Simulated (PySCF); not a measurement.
# Br−: NMR shieldings

Aim: compute the NMR shieldings of Br− (`[Br-]`).

Computed with PySCF 2.14.0 and routines of our own; the level stands in each step. Atoms count from 0.

### Step 1. The starting structure

1 atom, charge -1, multiplicity 1; geometry from: atom.

### Step 2. NMR shieldings: PBE/pcSseg-1 Br:us-x2c-TZVPall-2c, spin–orbit

The job: settings as JSON, then the geometry in Å.

```
{"job": {"xc": "PBE", "basis": {"default": "pcSseg-1", "Br": "us-x2c-TZVPall-2c"}, "rel": "so", "kind": "hnmr"}, "charge": -1, "multiplicity": 1}
Br     0.000000     0.000000     0.000000
```

With the program's defaults for keys left out, this is: PBE/pcSseg-1 Br:us-x2c-TZVPall-2c GIAO NMR shielding, X2C with spin-orbit coupling, screened-nuclear two-electron part, Gaussian nuclei, gas phase.

Launch:

```console
$ OMP_NUM_THREADS=1 python heavy_run.py task.json out
```

The driver reads the jobs from task.json and runs them one after another.

Standard output:

```text
spin-free SCF
coarse grid: 7336 points
cycle   1  E = -2605.9400996923  dE = -1.811e-01  |g| = 3.709e-01  |ddm| = 9.241e-01
cycle   2  E = -2605.9318965810  dE =  8.203e-03  |g| = 4.630e-01  |ddm| = 1.402e+00
cycle   3  E = -2605.9892264078  dE = -5.733e-02  |g| = 1.186e-01  |ddm| = 6.518e-01
cycle   4  E = -2605.9898135237  dE = -5.871e-04  |g| = 2.639e-03  |ddm| = 4.863e-02
cycle   5  E = -2605.9898136225  dE = -9.885e-08  |g| = 4.854e-04  |ddm| = 1.275e-03
final grid: 13080 points
cycle   6  E = -2605.9897788479  dE = -3.700e-08  |g| = 3.045e-04  |ddm| = 9.883e-04
cycle   7  E = -2605.9897788472  dE =  6.457e-10  |g| = 2.811e-04  |ddm| = 8.818e-04
cycle   8  E = -2605.9897788698  dE = -2.256e-08  |g| = 1.254e-04  |ddm| = 4.762e-04
cycle   9  E = -2605.9897788706  dE = -8.126e-10  |g| = 8.550e-07  |ddm| = 4.861e-05
converged SCF energy = -2605.9897788706
two-component SCF
cycle   1  E = -2605.9242974488  dE = -2.606e+03  |FDS-SDF| = 8.974e+00
cycle   2  E = -2606.0652995917  dE = -1.410e-01  |FDS-SDF| = 8.653e-03
cycle   3  E = -2606.0652996938  dE = -1.021e-07  |FDS-SDF| = 1.766e-03
cycle   4  E = -2606.0652997041  dE = -1.031e-08  |FDS-SDF| = 1.262e-03
cycle   5  E = -2606.0652998184  dE = -1.143e-07  |FDS-SDF| = 6.489e-05
cycle   6  E = -2606.0652998192  dE = -7.667e-10  |FDS-SDF| = 1.398e-05
converged, E = -2606.0652998192

Field gradients (au) and densities at the nuclei (bohr^-3)
atom        Vxx        Vyy        Vzz        centre      nuclear mean
  0 Br     0.0000     0.0000    -0.0000      39289.702      39261.147
without picture change
  0 Br                          -0.0000                     60062.633

Core orbital energies (eV)
atom   shell        mean    spread
  0 Br 1s       -13293.690   0.000
  0 Br 2s        -1722.631   0.000
  0 Br 3s         -228.139   0.000
  0 Br 2p1/2     -1550.072   0.000
  0 Br 2p3/2     -1503.143   0.000
  0 Br 3p1/2      -168.217   0.000
  0 Br 3p3/2      -161.429   0.000
  0 Br 3d3/2       -57.597   0.000
  0 Br 3d5/2       -56.570   0.000

Shielding tensors (ppm)
atom      isotropic    diamagn.    paramagn.     s11        s22        s33       span
  0 Br     3436.66     2990.99      445.67    3436.66    3436.66    3436.66       0.00
```

Wall time 2.6 s (1 thread of Arm Neoverse V1, shared host); peak memory 0.28 GiB.

In short:

```tsv
quantity	value
energy from spin-orbit coupling	-0.0755 Eh
```

### Step 3. NMR shieldings: PBE/pcSseg-1 Br:us-x2c-TZVPall-2c, spin-free

The job: settings as JSON, then the geometry in Å.

```
{"job": {"xc": "PBE", "basis": {"default": "pcSseg-1", "Br": "us-x2c-TZVPall-2c"}, "rel": "sf", "kind": "hnmr"}, "charge": -1, "multiplicity": 1}
Br     0.000000     0.000000     0.000000
```

Level: PBE/pcSseg-1 Br:us-x2c-TZVPall-2c GIAO NMR shielding, spin-free X2C, Gaussian nuclei, gas phase.

Standard output:

```text
spin-free SCF
coarse grid: 7336 points
cycle   1  E = -2605.9400996923  dE = -1.811e-01  |g| = 3.709e-01  |ddm| = 9.241e-01
cycle   2  E = -2605.9318965810  dE =  8.203e-03  |g| = 4.630e-01  |ddm| = 1.402e+00
cycle   3  E = -2605.9892264078  dE = -5.733e-02  |g| = 1.186e-01  |ddm| = 6.518e-01
cycle   4  E = -2605.9898135237  dE = -5.871e-04  |g| = 2.639e-03  |ddm| = 4.863e-02
cycle   5  E = -2605.9898136225  dE = -9.885e-08  |g| = 4.854e-04  |ddm| = 1.275e-03
final grid: 13080 points
cycle   6  E = -2605.9897788479  dE = -3.700e-08  |g| = 3.045e-04  |ddm| = 9.883e-04
cycle   7  E = -2605.9897788472  dE =  6.457e-10  |g| = 2.811e-04  |ddm| = 8.818e-04
cycle   8  E = -2605.9897788698  dE = -2.256e-08  |g| = 1.254e-04  |ddm| = 4.762e-04
cycle   9  E = -2605.9897788706  dE = -8.126e-10  |g| = 8.550e-07  |ddm| = 4.861e-05
converged SCF energy = -2605.9897788706
check of the scalar solution
cycle   1  E = -2605.9897788706  dE = -2.606e+03  |FDS-SDF| = 8.550e-07
cycle   2  E = -2605.9897788706  dE =  1.819e-12  |FDS-SDF| = 1.021e-06
converged, E = -2605.9897788706

Field gradients (au) and densities at the nuclei (bohr^-3)
atom        Vxx        Vyy        Vzz        centre      nuclear mean
  0 Br     0.0000     0.0000    -0.0000      39287.030      39258.474
without picture change
  0 Br                          -0.0000                     60063.169

Core orbital energies (eV)
atom   shell        mean    spread
  0 Br 1s       -13293.892   0.000
  0 Br 2s        -1722.665   0.000
  0 Br 3s         -228.144   0.000
  0 Br 2p        -1518.536   0.000
  0 Br 3p         -163.653   0.000
  0 Br 3d          -56.983   0.000

Shielding tensors (ppm)
atom      isotropic    diamagn.    paramagn.     s11        s22        s33       span
  0 Br     3174.31     3140.15       34.16    3174.31    3174.31    3174.31       0.00
```

Wall time 0.85 s (1 thread of Arm Neoverse V1, shared host); peak memory 0.28 GiB.

### Step 4. NMR shieldings: PBE/pcSseg-1 Br:us-x2c-TZVPall-2c in water, spin–orbit

The job: settings as JSON, then the geometry in Å.

```
{"job": {"xc": "PBE", "basis": {"default": "pcSseg-1", "Br": "us-x2c-TZVPall-2c"}, "rel": "so", "solvent": "water", "kind": "hnmr"}, "charge": -1, "multiplicity": 1}
Br     0.000000     0.000000     0.000000
```

With the program's defaults for keys left out, this is: PBE/pcSseg-1 Br:us-x2c-TZVPall-2c GIAO NMR shielding, X2C with spin-orbit coupling, screened-nuclear two-electron part, Gaussian nuclei, IEF-PCM water.

Standard output:

```text
spin-free SCF
coarse grid: 7336 points
cycle   1  E = -2606.0534407348  dE = -2.944e-01  |g| = 3.656e-01  |ddm| = 9.239e-01
cycle   2  E = -2606.0480186085  dE =  5.422e-03  |g| = 4.394e-01  |ddm| = 1.311e+00
cycle   3  E = -2606.0987819642  dE = -5.076e-02  |g| = 1.177e-01  |ddm| = 6.120e-01
cycle   4  E = -2606.0993211898  dE = -5.392e-04  |g| = 2.469e-03  |ddm| = 4.345e-02
cycle   5  E = -2606.0993214621  dE = -2.723e-07  |g| = 4.360e-04  |ddm| = 1.129e-03
final grid: 13080 points
cycle   6  E = -2606.0992866895  dE = -3.592e-08  |g| = 2.735e-04  |ddm| = 9.008e-04
cycle   7  E = -2606.0992866895  dE =  2.274e-11  |g| = 2.569e-04  |ddm| = 7.894e-04
cycle   8  E = -2606.0992867077  dE = -1.829e-08  |g| = 1.087e-04  |ddm| = 4.149e-04
cycle   9  E = -2606.0992867083  dE = -5.525e-10  |g| = 8.392e-07  |ddm| = 3.690e-05
converged SCF energy = -2606.0992867083
two-component SCF
cycle   1  E = -2606.0338039588  dE = -2.606e+03  |FDS-SDF| = 8.974e+00
cycle   2  E = -2606.1748006571  dE = -1.410e-01  |FDS-SDF| = 8.653e-03
cycle   3  E = -2606.1748007617  dE = -1.046e-07  |FDS-SDF| = 1.761e-03
cycle   4  E = -2606.1748007748  dE = -1.312e-08  |FDS-SDF| = 1.247e-03
cycle   5  E = -2606.1748008837  dE = -1.089e-07  |FDS-SDF| = 6.129e-05
cycle   6  E = -2606.1748008844  dE = -6.444e-10  |FDS-SDF| = 1.332e-05
converged, E = -2606.1748008844

Field gradients (au) and densities at the nuclei (bohr^-3)
atom        Vxx        Vyy        Vzz        centre      nuclear mean
  0 Br     0.0000     0.0000    -0.0000      39289.541      39260.986
without picture change
  0 Br                          -0.0000                     60062.384

Core orbital energies (eV)
atom   shell        mean    spread
  0 Br 1s       -13299.678   0.000
  0 Br 2s        -1728.623   0.000
  0 Br 3s         -234.133   0.000
  0 Br 4s          -16.860   0.000
  0 Br 2p1/2     -1556.063   0.000
  0 Br 2p3/2     -1509.134   0.000
  0 Br 3p1/2      -174.211   0.000
  0 Br 3p3/2      -167.423   0.000
  0 Br 3d3/2       -63.592   0.000
  0 Br 3d5/2       -62.565   0.000

Shielding tensors (ppm)
atom      isotropic    diamagn.    paramagn.     s11        s22        s33       span
  0 Br     3436.76     2991.11      445.65    3436.76    3436.76    3436.76       0.00
```

Run time: 2.5 s. Hardware: 1 thread of Arm Neoverse V1, shared host; peak memory 0.29 GiB.

In short:

```tsv
quantity	value
energy from spin-orbit coupling	-0.0755 Eh
```

### Step 5. NMR shieldings: PBE/pcSseg-1 Br:us-x2c-TZVPall-2c in water, spin-free

The job: settings as JSON, then the geometry in Å.

```
{"job": {"xc": "PBE", "basis": {"default": "pcSseg-1", "Br": "us-x2c-TZVPall-2c"}, "rel": "sf", "solvent": "water", "kind": "hnmr"}, "charge": -1, "multiplicity": 1}
Br     0.000000     0.000000     0.000000
```

Level: PBE/pcSseg-1 Br:us-x2c-TZVPall-2c GIAO NMR shielding, spin-free X2C, Gaussian nuclei, IEF-PCM water.

Standard output:

```text
spin-free SCF
coarse grid: 7336 points
cycle   1  E = -2606.0534407348  dE = -2.944e-01  |g| = 3.656e-01  |ddm| = 9.239e-01
cycle   2  E = -2606.0480186085  dE =  5.422e-03  |g| = 4.394e-01  |ddm| = 1.311e+00
cycle   3  E = -2606.0987819642  dE = -5.076e-02  |g| = 1.177e-01  |ddm| = 6.120e-01
cycle   4  E = -2606.0993211898  dE = -5.392e-04  |g| = 2.469e-03  |ddm| = 4.345e-02
cycle   5  E = -2606.0993214621  dE = -2.723e-07  |g| = 4.360e-04  |ddm| = 1.129e-03
final grid: 13080 points
cycle   6  E = -2606.0992866895  dE = -3.592e-08  |g| = 2.735e-04  |ddm| = 9.008e-04
cycle   7  E = -2606.0992866895  dE =  2.274e-11  |g| = 2.569e-04  |ddm| = 7.894e-04
cycle   8  E = -2606.0992867077  dE = -1.829e-08  |g| = 1.087e-04  |ddm| = 4.149e-04
cycle   9  E = -2606.0992867083  dE = -5.525e-10  |g| = 8.392e-07  |ddm| = 3.690e-05
converged SCF energy = -2606.0992867083
check of the scalar solution
cycle   1  E = -2606.0992867083  dE = -2.606e+03  |FDS-SDF| = 8.392e-07
cycle   2  E = -2606.0992867083  dE =  0.000e+00  |FDS-SDF| = 1.088e-06
converged, E = -2606.0992867083

Field gradients (au) and densities at the nuclei (bohr^-3)
atom        Vxx        Vyy        Vzz        centre      nuclear mean
  0 Br     0.0000     0.0000    -0.0000      39286.869      39258.314
without picture change
  0 Br                          -0.0000                     60062.921

Core orbital energies (eV)
atom   shell        mean    spread
  0 Br 1s       -13299.881   0.000
  0 Br 2s        -1728.657   0.000
  0 Br 3s         -234.139   0.000
  0 Br 4s          -16.861   0.000
  0 Br 2p        -1524.528   0.000
  0 Br 3p         -169.647   0.000
  0 Br 3d          -62.978   0.000

Shielding tensors (ppm)
atom      isotropic    diamagn.    paramagn.     s11        s22        s33       span
  0 Br     3174.43     3140.28       34.15    3174.43    3174.43    3174.43       0.00
```

Wall time 0.85 s (1 thread of Arm Neoverse V1, shared host); peak memory 0.29 GiB.

### Step 6. NMR shieldings: PBE/pcSseg-1 Br:us-x2c-TZVPall-2c in dichloromethane, spin–orbit

The job: settings as JSON, then the geometry in Å.

```
{"job": {"xc": "PBE", "basis": {"default": "pcSseg-1", "Br": "us-x2c-TZVPall-2c"}, "rel": "so", "solvent": "dichloromethane", "kind": "hnmr"}, "charge": -1, "multiplicity": 1}
Br     0.000000     0.000000     0.000000
```

Level: PBE/pcSseg-1 Br:us-x2c-TZVPall-2c GIAO NMR shielding, X2C with spin-orbit coupling, screened-nuclear two-electron part, Gaussian nuclei, IEF-PCM dichloromethane.

Standard output:

```text
spin-free SCF
coarse grid: 7336 points
cycle   1  E = -2606.0420500714  dE = -2.830e-01  |g| = 3.661e-01  |ddm| = 9.239e-01
cycle   2  E = -2606.0363738888  dE =  5.676e-03  |g| = 4.417e-01  |ddm| = 1.320e+00
cycle   3  E = -2606.0877571422  dE = -5.138e-02  |g| = 1.178e-01  |ddm| = 6.158e-01
cycle   4  E = -2606.0883004147  dE = -5.433e-04  |g| = 2.466e-03  |ddm| = 4.393e-02
cycle   5  E = -2606.0883006414  dE = -2.267e-07  |g| = 4.409e-04  |ddm| = 1.027e-03
final grid: 13080 points
cycle   6  E = -2606.0882658686  dE = -3.603e-08  |g| = 2.766e-04  |ddm| = 9.102e-04
cycle   7  E = -2606.0882658685  dE =  8.458e-11  |g| = 2.597e-04  |ddm| = 7.992e-04
cycle   8  E = -2606.0882658872  dE = -1.874e-08  |g| = 1.103e-04  |ddm| = 4.209e-04
cycle   9  E = -2606.0882658878  dE = -5.743e-10  |g| = 8.406e-07  |ddm| = 3.778e-05
converged SCF energy = -2606.0882658878
two-component SCF
cycle   1  E = -2606.0227832694  dE = -2.606e+03  |FDS-SDF| = 8.974e+00
cycle   2  E = -2606.1637804982  dE = -1.410e-01  |FDS-SDF| = 8.653e-03
cycle   3  E = -2606.1637806025  dE = -1.043e-07  |FDS-SDF| = 1.762e-03
cycle   4  E = -2606.1637806154  dE = -1.284e-08  |FDS-SDF| = 1.248e-03
cycle   5  E = -2606.1637807248  dE = -1.094e-07  |FDS-SDF| = 6.163e-05
cycle   6  E = -2606.1637807254  dE = -6.589e-10  |FDS-SDF| = 1.338e-05
converged, E = -2606.1637807254

Field gradients (au) and densities at the nuclei (bohr^-3)
atom        Vxx        Vyy        Vzz        centre      nuclear mean
  0 Br     0.0000     0.0000    -0.0000      39289.557      39261.002
without picture change
  0 Br                          -0.0000                     60062.409

Core orbital energies (eV)
atom   shell        mean    spread
  0 Br 1s       -13299.075   0.000
  0 Br 2s        -1728.019   0.000
  0 Br 3s         -233.529   0.000
  0 Br 4s          -16.252   0.000
  0 Br 2p1/2     -1555.460   0.000
  0 Br 2p3/2     -1508.531   0.000
  0 Br 3p1/2      -173.608   0.000
  0 Br 3p3/2      -166.820   0.000
  0 Br 3d3/2       -62.988   0.000
  0 Br 3d5/2       -61.961   0.000

Shielding tensors (ppm)
atom      isotropic    diamagn.    paramagn.     s11        s22        s33       span
  0 Br     3436.75     2991.10      445.65    3436.75    3436.75    3436.75       0.00
```

Run time: 2.5 s. Hardware: 1 thread of Arm Neoverse V1, shared host; peak memory 0.29 GiB.

In short:

```tsv
quantity	value
energy from spin-orbit coupling	-0.0755 Eh
```

### Step 7. NMR shieldings: PBE/pcSseg-1 Br:us-x2c-TZVPall-2c in dichloromethane, spin-free

The job: settings as JSON, then the geometry in Å.

```
{"job": {"xc": "PBE", "basis": {"default": "pcSseg-1", "Br": "us-x2c-TZVPall-2c"}, "rel": "sf", "solvent": "dichloromethane", "kind": "hnmr"}, "charge": -1, "multiplicity": 1}
Br     0.000000     0.000000     0.000000
```

Level: PBE/pcSseg-1 Br:us-x2c-TZVPall-2c GIAO NMR shielding, spin-free X2C, Gaussian nuclei, IEF-PCM dichloromethane.

Standard output:

```text
spin-free SCF
coarse grid: 7336 points
cycle   1  E = -2606.0420500714  dE = -2.830e-01  |g| = 3.661e-01  |ddm| = 9.239e-01
cycle   2  E = -2606.0363738888  dE =  5.676e-03  |g| = 4.417e-01  |ddm| = 1.320e+00
cycle   3  E = -2606.0877571422  dE = -5.138e-02  |g| = 1.178e-01  |ddm| = 6.158e-01
cycle   4  E = -2606.0883004147  dE = -5.433e-04  |g| = 2.466e-03  |ddm| = 4.393e-02
cycle   5  E = -2606.0883006414  dE = -2.267e-07  |g| = 4.409e-04  |ddm| = 1.027e-03
final grid: 13080 points
cycle   6  E = -2606.0882658686  dE = -3.603e-08  |g| = 2.766e-04  |ddm| = 9.102e-04
cycle   7  E = -2606.0882658685  dE =  8.458e-11  |g| = 2.597e-04  |ddm| = 7.992e-04
cycle   8  E = -2606.0882658872  dE = -1.874e-08  |g| = 1.103e-04  |ddm| = 4.209e-04
cycle   9  E = -2606.0882658878  dE = -5.743e-10  |g| = 8.406e-07  |ddm| = 3.778e-05
converged SCF energy = -2606.0882658878
check of the scalar solution
cycle   1  E = -2606.0882658878  dE = -2.606e+03  |FDS-SDF| = 8.406e-07
cycle   2  E = -2606.0882658878  dE = -4.547e-13  |FDS-SDF| = 1.082e-06
converged, E = -2606.0882658878

Field gradients (au) and densities at the nuclei (bohr^-3)
atom        Vxx        Vyy        Vzz        centre      nuclear mean
  0 Br     0.0000     0.0000    -0.0000      39286.885      39258.330
without picture change
  0 Br                          -0.0000                     60062.945

Core orbital energies (eV)
atom   shell        mean    spread
  0 Br 1s       -13299.278   0.000
  0 Br 2s        -1728.054   0.000
  0 Br 3s         -233.535   0.000
  0 Br 4s          -16.253   0.000
  0 Br 2p        -1523.924   0.000
  0 Br 3p         -169.044   0.000
  0 Br 3d          -62.374   0.000

Shielding tensors (ppm)
atom      isotropic    diamagn.    paramagn.     s11        s22        s33       span
  0 Br     3174.42     3140.27       34.15    3174.42    3174.42    3174.42       0.00
```

It took 0.86 s on 1 thread of Arm Neoverse V1, shared host; peak memory 0.29 GiB.

### Step 8. Shieldings side by side

```tsv
run	Br0	time
step 2, PBE/pcSseg-1 Br:us-x2c-TZVPall-2c, spin–orbit	3436.7	2.6 s
step 3, PBE/pcSseg-1 Br:us-x2c-TZVPall-2c, spin-free	3174.3	0.85 s
step 4, PBE/pcSseg-1 Br:us-x2c-TZVPall-2c in water, spin–orbit	3436.8	2.5 s
step 5, PBE/pcSseg-1 Br:us-x2c-TZVPall-2c in water, spin-free	3174.4	0.85 s
step 6, PBE/pcSseg-1 Br:us-x2c-TZVPall-2c in dichloromethane, spin–orbit	3436.8	2.5 s
step 7, PBE/pcSseg-1 Br:us-x2c-TZVPall-2c in dichloromethane, spin-free	3174.4	0.86 s
```

### Step 9. Outcome

```
                                                                                                  quantity           value
                   energy from spin-orbit coupling (step 2, PBE/pcSseg-1 Br:us-x2c-TZVPall-2c, spin–orbit)      -0.0755 Eh
                                        shieldings (step 2, PBE/pcSseg-1 Br:us-x2c-TZVPall-2c, spin–orbit)  Br0 3436.7 ppm
                                         shieldings (step 3, PBE/pcSseg-1 Br:us-x2c-TZVPall-2c, spin-free)  Br0 3174.3 ppm
          energy from spin-orbit coupling (step 4, PBE/pcSseg-1 Br:us-x2c-TZVPall-2c in water, spin–orbit)      -0.0755 Eh
                               shieldings (step 4, PBE/pcSseg-1 Br:us-x2c-TZVPall-2c in water, spin–orbit)  Br0 3436.8 ppm
                                shieldings (step 5, PBE/pcSseg-1 Br:us-x2c-TZVPall-2c in water, spin-free)  Br0 3174.4 ppm
energy from spin-orbit coupling (step 6, PBE/pcSseg-1 Br:us-x2c-TZVPall-2c in dichloromethane, spin–orbit)      -0.0755 Eh
                     shieldings (step 6, PBE/pcSseg-1 Br:us-x2c-TZVPall-2c in dichloromethane, spin–orbit)  Br0 3436.8 ppm
                      shieldings (step 7, PBE/pcSseg-1 Br:us-x2c-TZVPall-2c in dichloromethane, spin-free)  Br0 3174.4 ppm
```

In words: In steps 2, 3 the highest level lies above zero, so the outer electrons are held by the basis. A continuum can't give the shift that close solvent molecules cause at an ion. Br0 moves most between the runs, by 262 ppm; the labels say what changes from run to run.
